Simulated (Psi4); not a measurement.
# triplet SiH4Te at 3 levels

We compute a comparison of 3 runs (U-wB97X/def2-TZVP, UBHLYP/def2-TZVP, UM06-2X/def2-TZVP) of triplet SiH4Te. 

The calculation is run with Psi4 1.11.

1 further run of the same task is left out (set aside as unsound or not needed).

## 1. The system as given

SiH4Te: 6 atoms, total charge 0, spin state triplet. As SMILES of the parent species, `[SiH3][TeH]`. Geometry: relaxed at PBE0-D4/def2-TZVP. That shape belongs to the parent species and isn't relaxed for this state.

Bond lengths: Si1–Te2 2.494 Å, Si1–H3 1.484 Å, Si1–H4 1.484 Å, Si1–H5 1.484 Å, Te2–H6 1.658 Å. Angles: Si1–Te2–H6 91.7°, Te2–Si1–H3 111.4°, Te2–Si1–H4 104.9°, Te2–Si1–H5 111.4°, H3–Si1–H4 109.9°, H3–Si1–H5 109.3°, H4–Si1–H5 109.9°.

## 2. The energy at U-wB97X/def2-TZVP (core potential) (run 1)

job.in reads:

```
memory 1.6 GB

molecule {
  0 3
  Si
  Te 1 R2
  H 1 R3 2 A3
  H 1 R4 3 A4 2 D4
  H 1 R5 3 A5 4 D5
  H 2 R6 1 A6 5 D6

  R2 = 2.493939
  R3 = 1.483955
  A3 = 111.44126
  R4 = 1.484005
  A4 = 109.8505
  D4 = -115.82882
  R5 = 1.483951
  A5 = 109.30259
  D5 = -120.61639
  R6 = 1.65804
  A6 = 91.68744
  D6 = -60.88213
  symmetry c1
}

set basis def2-TZVP
set reference uks
set puream true
set e_convergence 1e-09
set d_convergence 1e-08
set scf_type pk
set dft_radial_points 99
set dft_spherical_points 590
set maxiter 200

energy('wb97x')
print_variables()
```

Run with:

```sh
$ psi4 -n 1 job.in job.out
```

job.out:

```text
[...]
    !!!  WARNING: ECP capability is in beta. Please check occupations closely.  !!!
[...]
  Running in c1 symmetry.
[...]
  Nuclear repulsion =  109.024296419884138
[...]
  Multiplicity = 3
[...]
  Nalpha       = 22
  Nbeta        = 20
[...]
    Number of basis functions: 111
[...]
   @UKS iter   1:  -559.51566814061948   -1.92640e+00   7.08684e-03 DIIS/ADIIS
[...]
   @UKS iter  20:  -559.82317576283708   -2.42153e-11   8.99556e-09 DIIS
[...]
   @S^2 Observed:                2.007925188E+00
[...]
    Orbital Energies [Eh]
    ---------------------
    Alpha Occupied:
       1A    -66.114813     2A     -6.401306     3A     -5.379343
       4A     -4.546391     5A     -4.536691     6A     -4.534282
       7A     -3.735895     8A     -3.733614     9A     -3.733393
      10A     -1.748352    11A     -1.745948    12A     -1.743925
      13A     -1.737702    14A     -1.736134    15A     -0.809007
      16A     -0.658327    17A     -0.498526    18A     -0.470534
      19A     -0.452364    20A     -0.421837    21A     -0.381977
      22A     -0.167815
    Alpha Virtual:
      23A      0.048445    24A      0.103324    25A      0.105355
[...]
  @UKS Final Energy:  -559.82317576283708
   => Energetics <=
    Nuclear Repulsion Energy =            109.0242964198841378
    One-Electron Energy =               -1087.3928331978854658
    Two-Electron Energy =                 449.6287080981023792
    DFT Exchange-Correlation Energy =     -31.0833470829381469
    Empirical Dispersion Energy =           0.0000000000000000
    VV10 Nonlocal Energy =                  0.0000000000000000
    Total Energy =                       -559.8231757628370815
[...]
 Multipole Moments:
 ------------------------------------------------------------------------------------
     Multipole            Electronic (a.u.)      Nuclear  (a.u.)        Total (a.u.)
 ------------------------------------------------------------------------------------
 L = 1.  Multiply by 2.5417464519 to convert [e a0] to [Debye]
 Dipole X            :          1.9636348           -1.9078434            0.0557915
 Dipole Y            :         -1.0650621            1.0351987           -0.0298634
 Dipole Z            :         44.1533817          -44.1980092           -0.0446275
 Magnitude           :                                                    0.0774347
[...]
```

It took 46 s on 1 thread of Intel Xeon Platinum 8488C (Sapphire Rapids), shared host; peak memory 0.78 GiB.

## 3. Energy and forces at UBHLYP/def2-TZVP (core potential) (run 2)

calc.inp reads:

```
memory 1600 MB

molecule {
  0 3
  Si
  Te 1 R2
  H 1 R3 2 A3
  H 1 R4 3 A4 2 D4
  H 1 R5 3 A5 4 D5
  H 2 R6 1 A6 5 D6

  R2 = 2.493939
  R3 = 1.483955
  A3 = 111.44126
  R4 = 1.484005
  A4 = 109.8505
  D4 = -115.82882
  R5 = 1.483951
  A5 = 109.30259
  D5 = -120.61639
  R6 = 1.65804
  A6 = 91.68744
  D6 = -60.88213
  symmetry c1
  no_reorient
  no_com
}

set globals {
  basis                def2-TZVP
  reference            uks
  puream               true
  e_convergence        1e-09
  d_convergence        1e-08
  scf_type             pk
  dft_radial_points    99
  dft_spherical_points 590
  maxiter              200
}

e_tot = gradient("bhhlyp")
```

Run with:

```sh
$ psi4 -i calc.inp -o calc.out -n 1
```

calc.out:

```text
[...]
    !!!  WARNING: ECP capability is in beta. Please check occupations closely.  !!!
[...]
  Running in c1 symmetry.
[...]
  Nuclear repulsion =  109.024296419884138
[...]
  Multiplicity = 3
[...]
  Nalpha       = 22
  Nbeta        = 20
[...]
    Number of basis functions: 111
[...]
   @UKS iter   1:  -559.36494429625520   -1.71809e+00   7.38496e-03 DIIS/ADIIS
[...]
   @UKS iter  17:  -559.72883048496783   -1.21645e-11   9.73274e-09 DIIS
[...]
   @S^2 Observed:                2.010106536E+00
[...]
  @UKS Final Energy:  -559.72883048496783
   => Energetics <=
    Nuclear Repulsion Energy =            109.0242964198841378
    One-Electron Energy =               -1087.3721350397843253
    Two-Electron Energy =                 440.9871809900269000
    DFT Exchange-Correlation Energy =     -22.3681728550947021
    Empirical Dispersion Energy =           0.0000000000000000
    VV10 Nonlocal Energy =                  0.0000000000000000
    Total Energy =                       -559.7288304849679434
[...]
 Multipole Moments:
 ------------------------------------------------------------------------------------
     Multipole            Electronic (a.u.)      Nuclear  (a.u.)        Total (a.u.)
 ------------------------------------------------------------------------------------
 L = 1.  Multiply by 2.5417464519 to convert [e a0] to [Debye]
 Dipole X            :          1.9651934           -1.9078434            0.0573500
 Dipole Y            :         -1.0659418            1.0351987           -0.0307430
 Dipole Z            :         44.1052494          -44.1980092           -0.0927598
 Magnitude           :                                                    0.1133072
[...]
  -Total Gradient:
     Atom            X                  Y                   Z
    ------   -----------------  -----------------  -----------------
       1        0.006435850073    -0.003437875863     0.026777310138
       2       -0.054864394694     0.029754925134    -0.038376880969
       3       -0.000269007443     0.001392488804     0.001087187826
       4        0.004725782656    -0.002598974047    -0.002838135177
       5       -0.001299526843    -0.000525681358     0.001187166861
       6        0.045273257971    -0.024585953275     0.012168225673
[...]
```

Run time: 49 s. Hardware: 1 thread of Intel Xeon Platinum 8488C (Sapphire Rapids), shared host; peak memory 0.64 GiB.

## 4. A single-point energy at UM06-2X/def2-TZVP (core potential) (run 3)

input.json reads:

```json
{
  "schema_name": "qcschema_input",
  "schema_version": 1,
  "molecule": {
    "schema_name": "qcschema_molecule",
    "schema_version": 2,
    "symbols": ["Si", "Te", "H", "H", "H", "H"],
    "geometry": [-0.56049277, -0.50965914, -0.98209067, -0.200122, 1.51215884, 3.25977756, 0.72017463, -3.00371968, -1.04105012, -3.3147686, -0.84357374, -1.39064946, 0.50909222, 1.12930033, -2.99049159, 2.92548501, 1.59473988, 3.0573879],
    "molecular_charge": 0,
    "molecular_multiplicity": 3,
    "fix_symmetry": "c1",
    "fix_com": true,
    "fix_orientation": true
  },
  "driver": "energy",
  "model": {
    "method": "m06-2x",
    "basis": "def2-TZVP"
  },
  "keywords": {
    "reference": "uks",
    "puream": true,
    "e_convergence": 1e-09,
    "d_convergence": 1e-08,
    "scf_type": "pk",
    "dft_radial_points": 99,
    "dft_spherical_points": 590,
    "maxiter": 200,
    "scf_properties": ["WIBERG_LOWDIN_INDICES", "LOWDIN_CHARGES", "DIPOLE"]
  }
}
```

Run with:

```sh
$ psi4 --qcschema input.json -n 1 --memory 1600MB
```

stdout:

```text
[...]
    !!!  WARNING: ECP capability is in beta. Please check occupations closely.  !!!
[...]
  Running in c1 symmetry.
[...]
  Nuclear repulsion =  109.024305385004126
[...]
  Multiplicity = 3
[...]
  Nalpha       = 22
  Nbeta        = 20
[...]
    Number of basis functions: 111
[...]
   @UKS iter   1:  -559.38948221284056   -1.65679e+00   6.97735e-03 DIIS/ADIIS
[...]
   @UKS iter  18:  -559.67967064058689   -1.83036e-11   7.09034e-09 DIIS
[...]
   @S^2 Observed:                2.009446406E+00
[...]
    Orbital Energies [Eh]
    ---------------------
    Alpha Occupied:
       1A    -67.007359     2A     -6.550845     3A     -5.550516
       4A     -4.659470     5A     -4.648014     6A     -4.647128
       7A     -3.861817     8A     -3.859195     9A     -3.859036
      10A     -1.779930    11A     -1.776075    12A     -1.775332
      13A     -1.768253    14A     -1.765496    15A     -0.770379
      16A     -0.608459    17A     -0.453526    18A     -0.423247
      19A     -0.406268    20A     -0.378334    21A     -0.346305
      22A     -0.127065
    Alpha Virtual:
      23A      0.004553    24A      0.057912    25A      0.060062
[...]
  @UKS Final Energy:  -559.67967064058689
   => Energetics <=
    Nuclear Repulsion Energy =            109.0243053850041264
    One-Electron Energy =               -1087.3452153969528808
    Two-Electron Energy =                 439.2924745314504094
    DFT Exchange-Correlation Energy =     -20.6512351600886568
    Empirical Dispersion Energy =           0.0000000000000000
    VV10 Nonlocal Energy =                  0.0000000000000000
    Total Energy =                       -559.6796706405868917
[...]
 Multipole Moments:
 ------------------------------------------------------------------------------------
     Multipole            Electronic (a.u.)      Nuclear  (a.u.)        Total (a.u.)
 ------------------------------------------------------------------------------------
 L = 1.  Multiply by 2.5417464519 to convert [e a0] to [Debye]
 Dipole X            :         11.7419151          -11.8098435           -0.0679284
 Dipole Y            :        -28.0545645           28.0333310           -0.0212335
 Dipole Z            :        -62.1564213           62.1205888           -0.0358326
 Magnitude           :                                                    0.0796812
[...]
```

The result, in JSON:

```text
{
 "driver": "energy",
 "model": {
  "method": "m06-2x",
  "basis": "def2-TZVP"
 },
 "success": true,
 "return_result": -559.6796706405869,
 "properties": {
  "calcinfo_nbasis": 111,
  "calcinfo_nmo": 111,
  "calcinfo_nalpha": 22,
  "calcinfo_nbeta": 20,
  "calcinfo_natom": 6,
  "nuclear_repulsion_energy": 109.02430538500413,
  "return_energy": -559.6796706405869,
  "scf_one_electron_energy": -1087.3452153969529,
  "scf_two_electron_energy": 439.2924745314504,
  "scf_xc_energy": -20.651235160088657,
  "scf_dipole_moment": [-0.06792837537950547, -0.021233461249053676, -0.03583255618924852],
  "scf_total_energy": -559.6796706405869,
  "scf_iterations": 18
 }
}
```

It took 67 s on 1 thread of Intel Xeon Platinum 8488C (Sapphire Rapids), shared host; peak memory 0.65 GiB.

## 5. All runs side by side

```csv
run,level,task,properties,energy (Eh),dipole moment (D),HOMO energy (eV),⟨S²⟩,wall time
1,U-wB97X/def2-TZVP (core potential),energy,–,-559.823176,0.20,-4.57,2.008,46 s
2,UBHLYP/def2-TZVP (core potential),gradient,–,-559.728830,0.29,-3.43,2.010,49 s
3,UM06-2X/def2-TZVP (core potential),energy,"(wiberg, lowdin, dipole)",-559.679671,0.20,-3.46,2.009,67 s
```

## 6. Summary of results

| quantity | value |
| --- | --- |
| run 3: total energy | -559.67967 Eh |
| run 3: dipole moment | 0.20 D |
| run 3: HOMO energy (highest over α and β) | -3.46 eV |
| run 3: ⟨S²⟩ | 2.009 |

What this shows: The dipole moment (its size) runs from 0.20 D (U-wB97X/def2-TZVP) to 0.29 D (UBHLYP/def2-TZVP). Totals of different functionals can't be ranked against each other. All runs together took 2.7 min, the longest 67 s.
